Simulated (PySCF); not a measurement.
# H9NSi3: the cost of one run

Programs: PySCF 2.14.0, with density-fitted response routines of our own. Each step states its level of theory. These are calculated values for one molecule in the gas phase, unless marked as measured. Atoms are numbered from 0 throughout.

## 1. The molecule as given

13 atoms, charge 0, multiplicity 1; geometry from: GFN2-xTB. The atoms were then displaced at random by about 0.01 Å, so the start is not that level's minimum.

Bonds of the start (Å): Si0–N1 1.73, N1–Si2 1.76, N1–Si3 1.77, Si0–H4 1.49, Si0–H5 1.47, Si0–H6 1.46, Si2–H7 1.45, Si2–H8 1.44, Si2–H9 1.48, Si3–H10 1.48, Si3–H11 1.46, Si3–H12 1.41.

## 2. Optimising the geometry at PBE0-D3(BJ)/def2-SVP

Job settings and geometry (Å):

```
{"job": {"xc": "PBE0", "basis": "def2-SVP", "d3": "d3bj", "grid": 1, "shake": 0.01, "kind": "geom"}, "charge": 0, "multiplicity": 1}
Si     0.311010     1.624620     0.552810
N      0.021690     0.031470    -0.060030
Si    -1.622150    -0.509810    -0.370290
Si     1.348390    -1.134100     0.039330
H     -0.674880     2.524940    -0.119270
H      0.097310     1.694270     2.001130
H      1.670190     2.028230     0.210400
H     -2.332940     0.624980    -0.921600
H     -1.530710    -1.601130    -1.302540
H     -2.232800    -0.968340     0.893060
H      1.346760    -1.742680     1.388890
H      1.063090    -2.161280    -0.958490
H      2.540870    -0.428060    -0.242300
```

On the command line:

```bash
$ OMP_NUM_THREADS=1 python probes_run.py task.json out
```

This one command runs all jobs of the session in turn.

**Question.** How long does this first job take on 1 thread of Arm Neoverse N1, shared host, and how much memory does it need?

About 33 s, with a peak of 0.47 GiB.
